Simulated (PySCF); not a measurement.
# 2-Chloro-3-Fluoropyridine: NMR shifts, electronic excitations and K edges in gas and solvents

Aim: compute the NMR shifts, electronic excitations and K edges of 2-Chloro-3-Fluoropyridine (`Fc1cccnc1Cl`), and see what a dielectric continuum does where one was used.

The runs use PySCF 2.14.0, with density-fitted response routines of our own; the level of theory stands in each step. All values are computed, except where a source is named. Atoms are numbered from 0 throughout.

## Step 1: The starting structure

11 atoms, charge 0, multiplicity 1; geometry from: GFN2-xTB. The atoms were then displaced at random by about 0.01 Å, so the start is not that level's minimum.

Bonds of the start (Å): F0–C1 1.34, C1–C2 1.40, C2–C3 1.35, C3–C4 1.38, C4–N5 1.32, N5–C6 1.32, C6–Cl7 1.72, C6–C1 1.40, C2–H8 1.08, C3–H9 1.11, C4–H10 1.08.

## Step 2: Relaxing the molecule at PBE0-D3(BJ)/def2-SVP

What the job is given:

```
{"job": {"xc": "PBE0", "basis": "def2-SVP", "d3": "d3bj", "grid": 1, "shake": 0.01, "kind": "geom"}, "charge": 0, "multiplicity": 1}
F      1.865240     1.725760     0.251270
C      0.910850     0.789410     0.113610
C     -0.442440     1.131930     0.044730
C     -1.320000     0.116600    -0.086620
C     -0.895620    -1.197220    -0.159840
N      0.385030    -1.505060    -0.091040
C      1.290250    -0.554350     0.041670
Cl     2.945510    -1.012860     0.112700
H     -0.713270     2.177660     0.130460
H     -2.409950     0.331910    -0.125350
H     -1.577510    -2.029610    -0.247260
```

Started as:

```sh
> OMP_NUM_THREADS=1 python probes_run.py task.json out
```

The driver reads the jobs from task.json and runs them one after another.

Output:

```text
step   0  E = -806.19424062  max force = 0.059516
step   1  E = -806.19304555  max force = 0.019152
step   2  E = -806.19646220  max force = 0.010409
step   3  E = -806.19765602  max force = 0.007508
step   4  E = -806.19818510  max force = 0.006187
step   5  E = -806.19802842  max force = 0.008130
step   6  E = -806.19839994  max force = 0.000406
step   7  E = -806.19840225  max force = 0.000096
optimisation converged
```

Run time: 56 s. Hardware: 1 thread of Arm Neoverse V1, shared host; peak memory 0.56 GiB.

The steps of the relaxation: (the energy doesn't fall at every step)

```csv
step,energy from step 0 (eV),largest force component (eV/Å)
0,0.0000,3.0604
1,0.0325,0.9848
2,-0.0605,0.5353
3,-0.0929,0.3861
4,-0.1073,0.3181
5,-0.1031,0.4181
6,-0.1132,0.0209
7,-0.1132,0.0049
```

Close pairs (by a distance rule), those that changed most:

```csv
bond,before (Å),after (Å),change (Å)
C2–C3,1.348,1.394,+0.046
F0–C1,1.344,1.322,-0.022
C3–H9,1.112,1.092,-0.020
C4–H10,1.080,1.095,+0.015
C4–N5,1.319,1.332,+0.013
C1–C2,1.398,1.385,-0.013
C3–C4,1.383,1.392,+0.009
C6–Cl7,1.719,1.728,+0.009
```

The next job starts from the end point, and lists it.

```csv
at the end point,value
point group (found at 0.08 Å tolerance),Cs
"rotational constants (GHz, main isotopes)","2.965, 1.612, 1.044"
dipole moment (D),3.18
```

## Step 3: Shielding tensors: PBE0/pcSseg-1 in dimethylsulfoxide

What the job is given:

```
{"job": {"kind": "nmr", "xc": "PBE0", "basis": "pcSseg-1", "solvent": "dimethylsulfoxide", "pop": true}, "charge": 0, "multiplicity": 1}
F      1.700053     1.847150    -0.447296
C      0.855083     0.853946    -0.231453
C     -0.424647     1.104774     0.235024
C     -1.277042     0.021668     0.446751
C     -0.800712    -1.258553     0.178847
N      0.431957    -1.489273    -0.269765
C      1.237429    -0.474186    -0.470894
Cl     2.835526    -0.777577    -1.053624
H     -0.730831     2.135874     0.423461
H     -2.293818     0.173169     0.813637
H     -1.436243    -2.136753     0.331184
```

With the program's defaults for keys left out, this is: GIAO PBE0/pcSseg-1 NMR shielding, non-relativistic, IEF-PCM dimethylsulfoxide.

Output:

```text
coarse grid: 11064 points
cycle   1  E = -806.4298536060  dE =  1.513e+00  |g| = 5.224e-01  |ddm| = 3.385e+00
cycle   2  E = -806.3572344956  dE =  7.262e-02  |g| = 8.052e-01  |ddm| = 1.066e+00
cycle   3  E = -806.4850499118  dE = -1.278e-01  |g| = 6.003e-02  |ddm| = 6.538e-01
cycle   4  E = -806.4856778570  dE = -6.279e-04  |g| = 3.513e-02  |ddm| = 7.781e-02
cycle   5  E = -806.4859643121  dE = -2.865e-04  |g| = 7.943e-03  |ddm| = 3.217e-02
cycle   6  E = -806.4859774605  dE = -1.315e-05  |g| = 1.835e-03  |ddm| = 8.416e-03
cycle   7  E = -806.4859781287  dE = -6.682e-07  |g| = 5.648e-04  |ddm| = 1.930e-03
final grid: 106504 points
cycle   8  E = -806.5363365311  dE = -3.117e-05  |g| = 6.544e-03  |ddm| = 2.784e-02
cycle   9  E = -806.5363324077  dE =  4.123e-06  |g| = 8.059e-03  |ddm| = 1.297e-02
cycle  10  E = -806.5363458620  dE = -1.345e-05  |g| = 1.258e-03  |ddm| = 7.468e-03
cycle  11  E = -806.5363461145  dE = -2.525e-07  |g| = 2.944e-04  |ddm| = 1.227e-03
cycle  12  E = -806.5363461318  dE = -1.734e-08  |g| = 1.055e-04  |ddm| = 3.084e-04
cycle  13  E = -806.5363461341  dE = -2.231e-09  |g| = 3.098e-05  |ddm| = 1.077e-04
cycle  14  E = -806.5363461343  dE = -1.835e-10  |g| = 6.438e-06  |ddm| = 3.078e-05
converged SCF energy = -806.5363461343

GIAO shielding tensors (ppm)
atom      isotropic    diamagn.    paramagn.     s11        s22        s33       span
  0 F      299.696     472.504    -172.809    247.513    276.858    374.716    127.203
  1 C       21.749     252.210    -230.461    -63.263     34.893     93.617    156.880
  2 C       52.167     254.699    -202.532    -36.316     23.999    168.817    205.133
  3 C       52.590     256.235    -203.646    -55.001     41.716    171.053    226.054
  4 C       34.120     250.923    -216.803    -68.606     26.050    144.916    213.522
  5 N      -75.247     331.539    -406.786   -332.011   -143.620    249.890    581.901
  6 C       38.657     252.543    -213.886    -35.999     58.652     93.316    129.315
  7 Cl     703.764    1145.137    -441.373    486.214    643.578    981.501    495.287
  8 H       23.295      29.109      -5.813     19.680     23.526     26.680      7.000
  9 H       23.574      29.786      -6.211     20.667     23.723     26.334      5.667
 10 H       22.801      28.458      -5.658     18.612     23.939     25.852      7.240
```

Wall time 17 s (1 thread of Arm Neoverse V1, shared host); peak memory 0.82 GiB.

Shifts follow as δ = σ(reference) − σ, with reference shieldings (ppm) from runs at the same level and on the same kind of geometry: ¹H TMS 31.24, ¹³C TMS 185.5, ¹⁹F CFCl3 180.6, ¹⁵N NH3 268.5. The references are single molecules in the same continuum, so shifts against H2O, NH3, PH3, H3PO4 or CFCl3 are not on the usual liquid scales and can be off by tens of ppm.

```csv
atoms,environment,σ (ppm),δ (ppm)
C1,aromatic carbon bearing fluorine,21.7,163.7
C4,aromatic CH next to a ring nitrogen,34.1,151.4
C6,aromatic carbon bearing chlorine,38.7,146.8
C2,aromatic CH,52.2,133.3
C3,aromatic CH,52.6,132.9
H10,hydrogen on an aromatic CH next to a ring nitrogen,22.80,8.44
H8,hydrogen on an aromatic CH,23.30,7.94
H9,hydrogen on an aromatic CH,23.57,7.66
F0,aryl fluorine,299.7,-119.1
N5,pyridine-type ring nitrogen,-75.2,343.8
Cl7,chlorine bonded to C,704,–
```

The run also stored atomic charges by several schemes (e):

```csv
atoms,Mulliken,IAO,Hirshfeld,ESP fit
F0,-0.25,-0.25,-0.07,-0.17
C1,0.36,0.26,0.08,0.04
C2,-0.06,-0.15,-0.03,0.12
C3,-0.17,-0.16,-0.03,-0.57
C4,0.14,-0.02,0.02,0.49
N5,-0.45,-0.29,-0.18,-0.68
C6,0.06,0.07,0.05,0.42
Cl7,-0.06,-0.02,-0.05,-0.12
```

Mayer bond orders: F0–C1 0.96, C1–C2 1.44, C2–C3 1.40, C3–C4 1.42, C4–N5 1.43, N5–C6 1.51, C6–Cl7 1.07, C6–C1 1.19.

Ring of atoms C1, C2, C3, C4, N5, C6: NICS(0) -9.4, NICS(1) -11.1, NICS(1)zz -26.7 ppm (means of both faces).

## Step 4: Nuclear shieldings: PBE0/pcSseg-1 in methanol

The job, as its differences from that of step 3:

```diff
@@ -1,2 +1,2 @@
-{"job": {"kind": "nmr", "xc": "PBE0", "basis": "pcSseg-1", "solvent": "dimethylsulfoxide", "pop": true}, "charge": 0, "multiplicity": 1}
+{"job": {"kind": "nmr", "xc": "PBE0", "basis": "pcSseg-1", "solvent": "methanol", "pop": false}, "charge": 0, "multiplicity": 1}
 F      1.700053     1.847150    -0.447296
```

With the program's defaults for keys left out, this is: GIAO PBE0/pcSseg-1 NMR shielding, non-relativistic, IEF-PCM methanol.

Output:

```text
coarse grid: 11064 points
cycle   1  E = -806.4296982447  dE =  1.513e+00  |g| = 5.226e-01  |ddm| = 3.385e+00
cycle   2  E = -806.3568464836  dE =  7.285e-02  |g| = 8.060e-01  |ddm| = 1.068e+00
cycle   3  E = -806.4849100467  dE = -1.281e-01  |g| = 6.030e-02  |ddm| = 6.553e-01
cycle   4  E = -806.4855441606  dE = -6.341e-04  |g| = 3.531e-02  |ddm| = 7.832e-02
cycle   5  E = -806.4858336007  dE = -2.894e-04  |g| = 7.969e-03  |ddm| = 3.238e-02
cycle   6  E = -806.4858468139  dE = -1.321e-05  |g| = 1.844e-03  |ddm| = 8.448e-03
cycle   7  E = -806.4858474886  dE = -6.747e-07  |g| = 5.681e-04  |ddm| = 1.938e-03
final grid: 106504 points
cycle   8  E = -806.5362067457  dE = -3.115e-05  |g| = 6.547e-03  |ddm| = 2.784e-02
cycle   9  E = -806.5362025882  dE =  4.158e-06  |g| = 8.070e-03  |ddm| = 1.299e-02
cycle  10  E = -806.5362160875  dE = -1.350e-05  |g| = 1.259e-03  |ddm| = 7.487e-03
cycle  11  E = -806.5362163404  dE = -2.529e-07  |g| = 2.956e-04  |ddm| = 1.230e-03
cycle  12  E = -806.5362163579  dE = -1.748e-08  |g| = 1.058e-04  |ddm| = 3.102e-04
cycle  13  E = -806.5362163601  dE = -2.245e-09  |g| = 3.106e-05  |ddm| = 1.081e-04
cycle  14  E = -806.5362163603  dE = -1.933e-10  |g| = 6.463e-06  |ddm| = 3.091e-05
converged SCF energy = -806.5362163603

GIAO shielding tensors (ppm)
atom      isotropic    diamagn.    paramagn.     s11        s22        s33       span
  0 F      299.631     472.500    -172.869    247.410    276.812    374.671    127.261
  1 C       21.759     252.206    -230.447    -63.239     34.881     93.635    156.873
  2 C       52.232     254.708    -202.476    -36.247     24.147    168.796    205.043
  3 C       52.658     256.252    -203.594    -54.920     41.868    171.026    225.946
  4 C       34.139     250.912    -216.774    -68.602     26.117    144.901    213.503
  5 N      -75.524     331.501    -407.025   -332.733   -143.762    249.923    582.656
  6 C       38.605     252.540    -213.934    -36.041     58.526     93.330    129.371
  7 Cl     703.441    1145.136    -441.695    485.687    643.438    981.197    495.509
  8 H       23.304      29.119      -5.814     19.691     23.535     26.687      6.996
  9 H       23.584      29.795      -6.212     20.678     23.731     26.343      5.665
 10 H       22.803      28.462      -5.659     18.616     23.935     25.857      7.241
```

Wall time 15 s (1 thread of Arm Neoverse V1, shared host); peak memory 0.82 GiB.

This run: δ C1 163.7, C4 151.3, C6 146.9, C2 133.2, H10 8.44, H8 7.94 ppm.

## Step 5: Ultraviolet spectrum: wB97X-D/def2-SVPD

The job, as its differences from that of step 4:

```diff
@@ -1,2 +1,2 @@
-{"job": {"kind": "nmr", "xc": "PBE0", "basis": "pcSseg-1", "solvent": "methanol", "pop": false}, "charge": 0, "multiplicity": 1}
+{"job": {"kind": "uv", "xc": "wB97X-D", "basis": "def2-SVPD", "dynamic": true, "nstates": 6, "ntriplets": 0}, "charge": 0, "multiplicity": 1}
 F      1.700053     1.847150    -0.447296
```

Method: TDDFT wB97X-D/def2-SVPD, vertical, gas phase, core orbitals frozen in the response.

Output:

```text
coarse grid: 11064 points
cycle   1  E = -806.4341589875  dE =  1.714e+00  |g| = 6.045e-01  |ddm| = 6.925e+00
cycle   2  E = -806.4198783556  dE =  1.428e-02  |g| = 7.230e-01  |ddm| = 3.583e+00
cycle   3  E = -806.5208075466  dE = -1.009e-01  |g| = 5.085e-02  |ddm| = 2.088e+00
cycle   4  E = -806.5214665241  dE = -6.590e-04  |g| = 2.555e-02  |ddm| = 1.779e-01
cycle   5  E = -806.5216399404  dE = -1.734e-04  |g| = 7.953e-03  |ddm| = 8.441e-02
cycle   6  E = -806.5216600079  dE = -2.007e-05  |g| = 2.233e-03  |ddm| = 2.770e-02
cycle   7  E = -806.5216620982  dE = -2.090e-06  |g| = 1.006e-03  |ddm| = 1.247e-02
final grid: 106504 points
cycle   8  E = -806.6217926796  dE = -8.441e-05  |g| = 7.846e-03  |ddm| = 2.186e-01
cycle   9  E = -806.6217893135  dE =  3.366e-06  |g| = 9.343e-03  |ddm| = 3.369e-02
cycle  10  E = -806.6218053263  dE = -1.601e-05  |g| = 5.455e-04  |ddm| = 2.615e-02
cycle  11  E = -806.6218053975  dE = -7.117e-08  |g| = 4.031e-04  |ddm| = 3.349e-03
cycle  12  E = -806.6218054404  dE = -4.292e-08  |g| = 1.012e-04  |ddm| = 2.104e-03
cycle  13  E = -806.6218054434  dE = -2.997e-09  |g| = 2.729e-05  |ddm| = 2.789e-04
cycle  14  E = -806.6218054439  dE = -4.502e-10  |g| = 1.089e-05  |ddm| = 1.533e-04
converged SCF energy = -806.6218054439

Static polarisability (au): isotropic 77.719, principal 47.284 80.318 105.556

Singlet excitations
state   eV       nm        f      main configurations
  1   5.2743    235.1   0.09733   H->L 0.83, H-2->L+1 0.12
  2   5.3034    233.8   0.00369   H-1->L 0.98
  3   5.8259    212.8   0.00001   H-1->L+1 0.99
  4   6.1678    201.0   0.08562   H->L+1 0.76, H-2->L 0.20
  5   7.0908    174.9   0.00008   H->L+2 0.52, H->L+3 0.30
  6   7.1032    174.5   0.24848   H-2->L 0.56, H->L+1 0.17, H-2->L+1 0.14
```

It took 39 s on 1 thread of Arm Neoverse V1, shared host; peak memory 0.85 GiB.

Frontier orbitals and where they lie:

```csv
orbital,eV,atoms
HOMO−3,-11.19,"Cl7 84 %, C6 8 %"
HOMO−2,-10.63,"C2 25 %, N5 24 %, C3 10 %"
HOMO−1,-10.21,"N5 58 %, C4 10 %, C6 9 %"
HOMO,-9.39,"Cl7 21 %, C4 15 %, C6 15 %"
LUMO,0.29,"C2 23 %, N5 22 %, C6 15 %"
LUMO+1,0.80,"C4 21 %, C1 19 %, C3 18 %"
LUMO+2,2.15,"Cl7 31 %, C3 12 %, H8 9 %"
```

With each of the 6 states as a Gaussian band of 0.4 eV half-width at 1/e, the curve within the window shown has maxima at 234 nm (ε 4,100), 200 nm (ε 3,500), 174 nm (ε 10,000) L/(mol cm). Beyond the last state computed it falls off for lack of states. The curve at chosen wavelengths:

(nm, ε (L/mol/cm)): (167, 5735), (171, 9098), (175, 9999), (179, 8048), (183, 5165), (186, 3586), (190, 2783), (194, 3018), (198, 3448), (202, 3495), (206, 3089), (210, 2531), (214, 2189), (217, 2207), (221, 2589), (225, 3205), (229, 3784), (233, 4093), (237, 4027), (241, 3617), (245, 2986), (248, 2458), (252, 1783), (256, 1212), (260, 778), (264, 474)

Leading natural transition orbitals of singlet state 6: the hole lies on N5 26 %; C2 24 %; Cl7 15 %; the particle on C6 26 %; C2, C3 about 17 % each; N5 16 %.

Leading natural transition orbitals of singlet state 1: the hole lies on 4 C atoms about 18 % each; Cl7 15 %; F0 6 %; the particle on N5 24 %; C2 24 %; C6 14 %.

Further results of this job:

```csv
property,computed
dipole moment (D),3.51
polarisability (Å³),11.52
HOMO–LUMO gap (eV),9.68
−ε(HOMO) (eV),9.39
C6 with itself (au),2372
```

The fields below are evaluated on a grid from the run's orbitals.

Frontier orbitals at wB97X-D/def2-SVPD, with the share of their density that lies nearest to each atom:

```csv
orbital,energy (eV),lies on
HOMO,-9.39,Cl7 21 %; 4 C atoms about 16 % each
LUMO,0.29,N5 23 %; C2 23 %; C6 16 %
```

ELF in a plane through or near 11 of the atoms.

Ten even steps from '0' (0.00) to '9' (1.00):
```
0000000000000000000000000000
0000000000000000000000000000
0000000000000000000000000000
0000000000079971000000000000
0000000000399993002210000000
0000000000199993047752000000
0000003410069972068774200000
0000089996461628476486200000
0000199998488266436773000000
0000079994525224474000110000
0000002346784005775147763000
0000000025334567716758985100
0000001699458648558453584100
0000017999956527414722662000
0000006999814999403899841000
0000000685102888201676520000
0000000000000465000243200000
0000000000000000000000000000
0000000000000000000000000000
0000000000000000000000000000
```
The map spans 10.7 Å across and 9.7 Å up, centred on the molecule. Atoms in the plane (x, y in Å): F0 (2.1, 1.4), C1 (1.0, 0.6), C2 (-0.2, 1.2), C3 (-1.3, 0.3), C4 (-1.1, -1.1), N5 (0.2, -1.6), C6 (1.2, -0.7), Cl7 (2.8, -1.4), H8 (-0.4, 2.3), H9 (-2.3, 0.7), H10 (-1.9, -1.8).

On the surface of density 0.002 e/bohr³ the electrostatic potential runs, from the 1st to the 99th percentile, from -1.38 V near N5 to 1.46 V near H8.

[end of part 1 of 2]
